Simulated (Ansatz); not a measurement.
# CH7FOSi2: geometry optimisation

Aim: a geometry optimisation, for CH7FOSi2, run from a script.

Computed with Ansatz 0.2.0 through its Python package. Level of theory: r2SCAN/def2-SVP.

### Step 1. The structure

Bond lengths: O1–C2 1.405 Å, C2–F3 1.333 Å, C2–Si4 1.798 Å, Si4–Si5 2.285 Å, O1–H6 1.049 Å, C2–H7 1.106 Å, Si4–H8 1.500 Å, Si4–H9 1.540 Å, Si5–H10 1.470 Å, Si5–H11 1.472 Å, Si5–H12 1.499 Å. Angles (14 of 19 angles, heavy atoms first): O1–C2–F3 103.2°, O1–C2–Si4 120.8°, F3–C2–Si4 106.5°, C2–Si4–Si5 110.2°, O1–C2–H7 108.0°, F3–C2–H7 105.8°, Si4–C2–H7 111.2°, C2–O1–H6 105.2°, C2–Si4–H8 113.0°, C2–Si4–H9 108.5°, Si5–Si4–H8 111.0°, Si5–Si4–H9 110.9°, Si4–Si5–H10 107.6°, Si4–Si5–H11 110.8°.

The script holds or builds the structure itself.

### Step 2. The script

ch7fosi2.py

```python
"""Relax the CH7FOSi2 molecule."""

import itertools

import ansatz as az
from ase.data import atomic_numbers, covalent_radii
import numpy as np


def main() -> None:
    geometry_ang = [
        ("O", [0.1895, 1.5218, 2.1801]),
        ("C", [0.4982, 0.8497, 0.9853]),
        ("F", [1.5216, 0.0686, 1.331]),
        ("Si", [-0.7119, -0.2154, 0.1892]),
        ("Si", [0.2045, -1.214, -1.651]),
        ("H", [-0.5732, 2.1957, 1.9271]),
        ("H", [0.9111, 1.5887, 0.2739]),
        ("H", [-1.2982, -1.2357, 1.1195]),
        ("H", [-1.9338, 0.6385, -0.1989]),
        ("H", [0.7582, -0.1522, -2.5036]),
        ("H", [-0.811, -1.9818, -2.3909]),
        ("H", [1.3221, -2.1193, -1.2278]),
    ]
    mol = az.Crystal.molecule()
    for symbol, xyz in geometry_ang:
        mol = mol.atom(symbol, xyz)

    calc = (
        mol.calculation()
        .basis(gaussian="def2-SVP")
        .functional("r2scan")
    )
    symbols = [site.symbol for site in mol.cartesian_sites]
    start = np.array([site.position_ang for site in mol.cartesian_sites], dtype=float)
    def progress(event):
        if event["event"] == "relax_step":
            row = event["data"]
            print(f"step {row['step']:3d}  E = {row['lagrangian_ev']:.6f} eV  largest force component {row['allowed_force_max_ev_ang']:.4f} eV/A")


    report = calc.relax(force_tolerance=0.005).session().plan().execute(on_event=progress).report
    end = np.array(report["positions_ang"])

    print("reference energy %16.6f eV" % report["reference_energy_ev"])
    print("total energy     %16.6f eV" % report["free_energy_ev"])
    print("occupied orbitals outside the frozen core (up, down):", report["n_occupied"], " frozen:", report["n_frozen"], " virtual:", report["n_virtual"])

    # pairs closer than 1.2 times the sum of covalent radii, before or after
    radius = [covalent_radii[atomic_numbers[s]] for s in symbols]
    span = lambda where, i, j: np.linalg.norm(where[i] - where[j])
    bonded = [(i, j) for i, j in itertools.combinations(range(len(symbols)), 2) if min(span(start, i, j), span(end, i, j)) < 1.2 * (radius[i] + radius[j])]
    print("pair        before    after (A)")
    for i, j in bonded:
        print(f"{symbols[i]}{i}-{symbols[j]}{j}".ljust(10), f"{span(start, i, j):8.4f} {span(end, i, j):8.4f}")
    for first, second in list(itertools.combinations(bonded, 2)):
        shared = set(first) & set(second)
        if shared and symbols[(j := shared.pop())] != "H":
            i, k = sorted((set(first) | set(second)) - {j})
            u, v = end[i] - end[j], end[k] - end[j]
            angle = np.degrees(np.arccos(np.clip(u @ v / np.linalg.norm(u) / np.linalg.norm(v), -1, 1)))
            print(f"final angle {symbols[i]}{i}-{symbols[j]}{j}-{symbols[k]}{k}: {angle:.2f} deg")
    with open("ch7fosi2_opt.xyz", "w") as handle:
        handle.write(f"{len(symbols)}\nrelaxed CH7FOSi2\n")
        handle.writelines(f"{s:2s} {x:11.6f} {y:11.6f} {z:11.6f}\n" for s, (x, y, z) in zip(symbols, end))


if __name__ == "__main__":
    main()
```

### Step 3. The run

Started as:

```console
$ python ch7fosi2.py
```

Without the output at hand: what should come out? Wanted: total energy; dipole moment; moves of the relaxation; energy gained; last largest force component.

As calculated:

| quantity | value |
| --- | --- |
| total energy | -21655.8110 eV |
| dipole moment | 1.78 D |
| moves of the relaxation | 18 |
| energy gained | 0.704 eV |
| last largest force component | 0.0049 eV/Å |

**Reading.** After 18 moves the largest shift is 1.113 Å, of atom 6 (H). So large a move can change the bonding: the results belong to the relaxed structure. The end point is the stationary point reached from this start; no frequency run checks that it is a minimum, and the basis set is modest.
